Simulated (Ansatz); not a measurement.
# SnTe3 (Fm-3m) in Ansatz: reference runs

How does SnTe3 come out in PBE? The cell is run as given and disturbed.

Everything below comes from runs of Ansatz 0.2.0. Logs are shortened: lines on timing, memory, paths and dates and some standing lists are left out, and cuts for length are marked.

### 1 The structure

Symmetry: Fm-3m, No. 225, cubic system. The conventional cell has a = 7.722 Å, b = 7.722 Å, c = 7.722 Å, α = 90.00°, β = 90.00°, γ = 90.00°. Around Te (site symmetry m-3m) lie 8 Te at 3.34 Å. Around Te (site symmetry -43m) lie 4 Te at 3.34 Å and 4 Sn at 3.34 Å. Around Sn (site symmetry m-3m) lie 8 Te at 3.34 Å.

The cell comes from a database or a generator and needn't be the stable form of this composition.

### 2 Single point, PBE

The input, input.yaml:

```yaml
crystal:
  lattice:
    - [0.0, 3.861219, 3.861219]
    - [3.861219, 0.0, 3.861219]
    - [3.861219, 3.861219, 0.0]
  atoms:
    - { symbol: Te, position: [0.5, 0.5, 0.5] }
    - { symbol: Te, position: [0.75, 0.75, 0.75] }
    - { symbol: Te, position: [0.25, 0.25, 0.25] }
    - { symbol: Sn, position: [0.0, 0.0, 0.0] }
hamiltonian:
  xc: pbe
  pseudopotentials: { kind: paw }
kpoints:
  mp_grid: { grid: [6, 6, 6] }
scf:
  occupations: { method: fermi_dirac, width: 0.05 }
output:
  forces: true
  stress: true
  eigenvalues: true
```

Potentials or basis: Ansatz PAW.

Command:

```sh
ansatz run input.yaml --threads 2 --pin off --max-ram 5120MiB --backend cpu --events-out ev --progress --plain --runs-dir out
```

Standard output:

```text
Warning: RAYON_NUM_THREADS=2 ignored (pool sized by the plan → 2); use --threads N
Engine: ansatz 0.2.0, x86_64-unknown-linux-gnu
Pseudopotentials: kind: paw
Pseudopotential: Te, paw, valence charge 16, recommended cutoff 420 eV (normal), Te.paw.azcp
Pseudopotential: Sn, paw, valence charge 14, recommended cutoff 420 eV (normal), Sn.paw.azcp
Functional definition: PBE
  parameter kappa = 0.804
  parameter beta = 0.06672455060314922
  exchange = pbe_x(kappa = kappa, mu = beta*pi^2/3)
  correlation = pbe_c(beta = beta)
Crystal: 4 atoms, lattice volume = 115.134 Å³
Basis set: ecut = 420 eV, 2229 PW (Γ), exchange–correlation on 80×80×80 points (8 copies of the dense FFT grid, shifted against one another)
Bands: 38, of which v1, the nominal top of the filled ones, is band 31 counted from 1 (30 counted from 0)
Symmetry: 48 space group operations
Space group: Fm-3m (ITA 225), of the structure as read, at distance tolerance 4.9e-5 Å
k-points: 16 of 216
Non-local potential: Te, projectors of the file, l = 0: 2, l = 1: 2, l = 2: 2, l = 3: 2
Non-local potential: Sn, projectors of the file, l = 0: 2, l = 1: 2, l = 2: 2, l = 3: 2
PAW form: soft (Blöchl's): semilocal exchange-correlation on the pseudo side does not see the compensation charge
PAW one-centre angular grid: Te, 590 points (default); XC on 64 Gauss nodes
PAW one-centre angular grid: Sn, 590 points (default); XC on 64 Gauss nodes
Initial density: superposition of atomic densities (neutral atoms: chi_scale 0, normalization atom), corrected by the library's trained network
Initial wavefunctions: pseudopotential atomic-orbital guess
Functional: x = pbe(κ = 0.804, μ = 0.2195149727645171), c = pbe(β = 0.06672455060314922)
SCF iter   1: F=—  HF=-26963.435975 eV  |F-HF|=—  |Δ(HF+E_count)|=         —  Δρ=1.70e-3  dr2=8.61e-3  ethr=1.77e-3  ⟨swp⟩=9.1  Hψ=2772  notcnv=0  defer=3
preconditioner: auto → Kerker (q_TF=auto, 2.461 Å⁻¹)  [metal: Δε(μ)=0.077 eV  Ē_g=8.429 eV  σ=0.050 eV  W_gap=0.35  n_scr=26 (ndim 8)  ℏωp=16.2 eV  f_vac=0.000  D(μ)=3.82/eV (n_scr^D=26)]
SCF iter   2: F=—  HF=-26963.431702 eV  |F-HF|=—  |Δ(HF+E_count)|=   4.27e-3  Δρ=9.08e-4  dr2=1.97e-3  ethr=1.39e-5  ⟨swp⟩=2.0  Hψ=983  notcnv=0  defer=10
SCF iter   3: F=—  HF=-26963.431572 eV  |F-HF|=—  |Δ(HF+E_count)|=   1.30e-4  Δρ=2.61e-4  dr2=1.45e-4  ethr=3.17e-6  ⟨swp⟩=1.9  Hψ=674  notcnv=0  defer=10
SCF iter   4: F=—  HF=-26963.431572 eV  |F-HF|=—  |Δ(HF+E_count)|=   2.74e-7  Δρ=9.24e-5  dr2=1.34e-5  ethr=2.33e-7  ⟨swp⟩=2.0  Hψ=743  notcnv=0  defer=10
SCF iter   5: F=—  HF=-26963.431571 eV  |F-HF|=—  |Δ(HF+E_count)|=   6.90e-7  Δρ=1.96e-5  dr2=3.81e-7  ethr=2.16e-8  ⟨swp⟩=2.2  Hψ=913  notcnv=0  defer=10
SCF iter   6: F=-26963.431571 eV  HF=-26963.431571 eV  |F-HF|=1.57e-9  |Δ(HF+E_count)|=   1.12e-8  Δρ=4.28e-6  dr2=1.58e-8  ethr=1.61e-10  ⟨swp⟩=10.5  Hψ=2874  notcnv=0
SCF 1 converged in 6 iterations: F = -26963.431571 eV  dr2 = 1.58e-8
SCF converged after 6 iterations
Free energy (F): -26963.431571 eV
Harris-Foulkes:  -26963.431571 eV  (|F-HF|=1.57e-9)
Internal energy: -26963.398113 eV  (E = F + TS)
E sigma→0 (E₀):  -26963.414842 eV
Entropy (-TS):   -0.033458 eV (-8.365 meV/atom)
Fermi energy:    10.861049 eV
--- Per-component energies (eV) ---
  E_band       = -777.804615
  E_kinetic    = 725.359542
  E_local      = -3993.941550  (includes V_loc(G=0)·N_el)
  E_nonlocal   = -964.547345
  E_hartree    = 2676.184045
  E_xc         = -755.476013
  E_vxc        = -408.161865  (∫ρ·V_xc dr)
  E_paw        = -18119.416497  (= ΣΔE_a)
  E_vpaw       = -1488.876207  (= ΣTr[D̂ρ^β])
  E_aug_tail   = -0.000520  (compensation charges beyond the density's cutoff)
  E_ewald      = -6531.559775
  E_smearing   = -0.033458  (= −TS)
  E_closure    = -0.000000  (closes the sum)
  Σ components = -26963.431571   (vs F -26963.431571, Δ=0.00e0)
--- Forces (eV/Å), atoms counted from 1 ---
  atom   1  Te     0.00000000    -0.00000000     0.00000000
  atom   2  Te     0.00000000    -0.00000000    -0.00000000
  atom   3  Te     0.00000000     0.00000000     0.00000000
  atom   4  Sn    -0.00000000     0.00000000     0.00000000
  max |Σ_I F_I| component: 1.45e-19 eV/Å
--- Stress (GPa, compression-positive) ---
        0.141366       0.000000       0.000000
        0.000000       0.141366       0.000000
       -0.000000      -0.000000       0.141366
  P = ⅓ Tr σ = 0.1414 GPa (1.414 kbar)
--- Band table (eV; the first three rows and the last of 16) ---
  k-point 0: bands = ["-26.7046", "-26.7046", "-26.7010", "-26.7010", "-26.7010", "-26.1912", "-26.1912", "-26.1863", "-26.1863", "-26.1863", "-26.1829", "-26.1829", "-26.1829", "-26.1819", "-26.1819", "-10.7609", "-10.7609", "-10.7609", "-10.7577", "-10.7577", "-2.5973", "0.6943", "1.3387", "5.5658", "7.5706", "7.5706", "7.5706", "7.5720", "7.5720", "7.5720", "9.0375", "9.0375", "9.0375", "13.9723", "13.9723", "14.9535", "14.9535", "14.9535"]
  k-point 1: bands = ["-26.7046", "-26.7046", "-26.7010", "-26.7010", "-26.7010", "-26.1906", "-26.1906", "-26.1861", "-26.1861", "-26.1860", "-26.1833", "-26.1831", "-26.1831", "-26.1826", "-26.1826", "-10.7611", "-10.7606", "-10.7606", "-10.7577", "-10.7577", "-2.4241", "0.5440", "1.1281", "5.0789", "6.8046", "7.0219", "7.0219", "7.9528", "7.9528", "8.9521", "9.2607", "9.2607", "10.3486", "13.6831", "14.4574", "14.4574", "14.8753", "14.8753"]
  k-point 2: bands = ["-26.7045", "-26.7045", "-26.7011", "-26.7011", "-26.7009", "-26.1889", "-26.1889", "-26.1854", "-26.1854", "-26.1853", "-26.1843", "-26.1843", "-26.1841", "-26.1837", "-26.1837", "-10.7616", "-10.7603", "-10.7603", "-10.7577", "-10.7577", "-1.9350", "-0.0251", "0.8181", "4.2951", "6.7281", "6.7281", "7.3878", "7.6593", "7.6593", "10.2951", "10.2951", "10.7626", "10.8626", "13.2774", "13.6497", "13.6497", "16.4391", "16.4391"]
  k-point 15: bands = ["-26.7045", "-26.7045", "-26.7012", "-26.7011", "-26.7008", "-26.1901", "-26.1885", "-26.1860", "-26.1852", "-26.1847", "-26.1846", "-26.1842", "-26.1840", "-26.1833", "-26.1831", "-10.7622", "-10.7602", "-10.7592", "-10.7584", "-10.7575", "-0.6933", "-0.5669", "-0.1448", "3.0662", "5.9974", "6.2951", "7.7448", "8.2852", "10.4184", "10.7346", "11.0215", "11.1164", "11.9756", "13.0840", "13.6275", "13.6499", "17.0708", "17.3578"]
```

It took 3.4 s on 2 threads of Intel Xeon Platinum 8259CL at 2.50GHz (Skylake/Cascade Lake), shared host; peak memory 0.48 GiB.

What came out:

| Quantity | Value |
| --- | --- |
| Free energy | -26963.4316 eV |
| Pressure | 0.1 GPa |
| Band gap on the k mesh | none (metal or under the smearing width) |

Spin-orbit coupling is left out, which matters for the levels of Te.

### 3 Single point, PBE (atoms moved at random, drawn with an rms of 0.05 Å)

The input, input.yaml:

```yaml
crystal:
  lattice:
    - [0.0, 3.861219, 3.861219]
    - [3.861219, 0.0, 3.861219]
    - [3.861219, 3.861219, 0.0]
  atoms:
    - { symbol: Te, position: [0.500798, 0.509627, 0.488158] }
    - { symbol: Te, position: [0.753282, 0.746825, 0.749367] }
    - { symbol: Te, position: [0.240501, 0.256363, 0.255882] }
    - { symbol: Sn, position: [-0.00029, 0.000104, -0.000658] }
hamiltonian:
  xc: pbe
  pseudopotentials: { kind: paw }
kpoints:
  mp_grid: { grid: [6, 6, 6] }
scf:
  occupations: { method: fermi_dirac, width: 0.05 }
output:
  forces: true
  stress: true
  eigenvalues: true
```

Potentials or basis: Ansatz PAW.

Command:

```sh
ansatz run input.yaml --threads 2 --pin off --max-ram 5120MiB --backend cpu --events-out ev --progress --plain --runs-dir out
```

Run time: 24 s. Hardware: 2 threads of Intel Xeon Platinum 8259CL at 2.50GHz (Skylake/Cascade Lake), shared host; peak memory 0.67 GiB.

It converged, with:

| Quantity | Value |
| --- | --- |
| Free energy | -26963.4322 eV |
| Pressure | 0.2 GPa |
| Largest force | 0.091 eV/Å |
| Band gap on the k mesh | none (metal or under the smearing width) |

Forces on the atoms (eV/Å):
```
Te  -0.040 -0.022  0.031
Te   0.068  0.025 -0.055
Te  -0.011  0.052 -0.035
Sn  -0.017 -0.054  0.060
```

Stress tensor (GPa, compression positive):
```
 0.20  0.03  0.13
 0.03  0.14 -0.31
 0.13 -0.31  0.13
```

Levels at points of the mesh, in eV from the Fermi level:
```
              k point  band 27  band 28  band 29  band 30  band 31  band 32  band 33  band 34  band 35  band 36
   (0.00, 0.00, 0.00)    -3.37    -3.26    -3.15    -3.07    -1.94    -1.83    -1.69     3.10     3.11     4.07
  (0.00, 0.00, -0.50)    -3.50    -3.34    -2.02    -1.90     0.39     0.46     1.29     1.76     1.88     3.38
  (0.00, -0.50, 0.00)    -3.49    -3.35    -1.98    -1.92     0.41     0.47     1.26     1.76     1.88     3.39
 (0.00, -0.50, -0.50)    -1.55    -0.94    -0.59    -0.56     0.05     0.15     0.24     2.13     3.27     3.33
  (-0.50, 0.00, 0.00)    -3.42    -3.32    -2.07    -1.90     0.32     0.36     1.26     1.83     1.92     3.30
 (-0.50, 0.00, -0.50)    -1.55    -0.94    -0.58    -0.57     0.01     0.18     0.24     2.13     3.29     3.31
 (-0.50, -0.50, 0.00)    -1.55    -0.94    -0.58    -0.57     0.00     0.19     0.24     2.13     3.29     3.31
(-0.50, -0.50, -0.50)    -3.48    -3.30    -2.03    -1.91     0.34     0.42     1.26     1.77     1.93     3.34
```

The run has no spin-orbit coupling, so splittings on Te are missing.
